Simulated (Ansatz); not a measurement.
BaCd2As2, space group P-3m1, a comparison of norm-conserving and PAW potentials

Program: Ansatz's Python interface.

The cells in order, each with its output:

```python
import ansatz as az
import numpy as np
from tabulate import tabulate


def count_gap(report):
    # lowest empty less highest filled band, counting bands; zero where they overlap
    return max(report.get("gap_by_band_count_ev") or 0.0, 0.0)
```

```python
cell = (
    az.Lattice.of((4.560451, 0.0, 0.0), (-2.280225, 3.949466, 0.0), (0.0, 0.0, 7.756288))
    .atom("Ba", (0.0, 0.0, 0.0))
    .atom("Cd", (2 / 3, 1 / 3, 0.371004))
    .atom("Cd", (1 / 3, 2 / 3, 0.628996))
    .atom("As", (2 / 3, 1 / 3, 0.735162))
    .atom("As", (1 / 3, 2 / 3, 0.264838))
)
```

```python
[site.symbol for site in cell.resolved().sites]
```

    ['Ba', 'Cd', 'Cd', 'As', 'As']

```python
model = (
    cell.calculation()
    .functional("lda")
    .kpoints(6, 6, 4)
    .occupations(az.OccupationsMethod.FERMI_DIRAC)
    .stress()
    .forces()
    .band_table()
)
variants = {
    "PAW": model.pseudopotentials("paw", azcp={"folder": "soft_1"}),
    "norm-conserving": model.pseudopotentials("nc"),
}
rows = []
for label, variant in variants.items():
    r = variant.run(threads=1, backend="cpu").report
    levels = np.array(r["eigenvalues_ev"][0]) - r["fermi_energy_ev"]
    print(label, "levels at the first k-point near E_F:", np.round(levels[np.abs(levels) < 5], 3))
    rows.append((label, r["n_electrons"], np.trace(r["stress_gpa"]) / 3, float(np.abs(r["forces_ev_ang"]).max()), count_gap(r)))
print(tabulate(rows, headers=["treatment", "electrons in bands", "P GPa", "max force component eV/A", "gap by band count eV"], floatfmt=".4f", tablefmt="plain"))
```

    DeckWarning: basis.ecutwfc = 420 eV, auto-derived from the records' recommended cutoffs: set by Ba (normal level)
    DeckWarning: soft_1/Ba.paw.azcp: the record states the generating functional pbe (its physics header spells it `PBE`), which answers neither for hamiltonian.xc's functional nor for the lda family's — results may be inconsistent (PPs are generated against a specific XC)
    DeckWarning: soft_1/Cd.paw.azcp: the record states the generating functional pbe (its physics header spells it `PBE`), which answers neither for hamiltonian.xc's functional nor for the lda family's — results may be inconsistent (PPs are generated against a specific XC)
    DeckWarning: soft_1/As.paw.azcp: the record states the generating functional pbe (its physics header spells it `PBE`), which answers neither for hamiltonian.xc's functional nor for the lda family's — results may be inconsistent (PPs are generated against a specific XC)
    PAW levels at the first k-point near E_F: [-4.364 -1.178 -1.178 -0.196 -0.05  -0.05  -0.007  0.255  1.878  2.64
      2.64   3.298  3.298  4.429]
    DeckWarning: basis.ecutwfc = 1387.780699 eV, auto-derived from the records' recommended cutoffs: set by Cd (normal level)
    norm-conserving levels at the first k-point near E_F: [-4.365 -1.177 -1.177 -0.196 -0.049 -0.049 -0.008  0.255  1.882  2.644
      2.644  3.303  3.303  4.433]
    treatment          electrons in bands    P GPa    max force component eV/A    gap by band count eV
    PAW                           80.0000  -3.9350                      0.0758                  0.0436
    norm-conserving               80.0000  -3.9053                      0.0659                  0.0406

PAW gives -3.935 GPa and norm-conserving -3.905 GPa, 0.030 GPa apart. They took 9.0 and 49.3 s of processor time.

The computed bands are complete only to about 4.1 eV above the Fermi level. The gap on the mesh is very small: a semilocal functional closes or nearly closes the gap of many narrow semiconductors. The PAW files read here were made with PBE, not with each functional that runs on them. The structure comes from a database of computed cells and needn't be a stable or known phase. Levels are Kohn-Sham eigenvalues on this mesh, without spin-orbit coupling. Warnings are shown shortened and without file and line. Stress is positive in compression. Wall time of the script: 88 s on 1 thread of Intel(R) Xeon(R) Processor @ 2.30GHz, with other jobs on the host, peak memory 1.1 GiB.
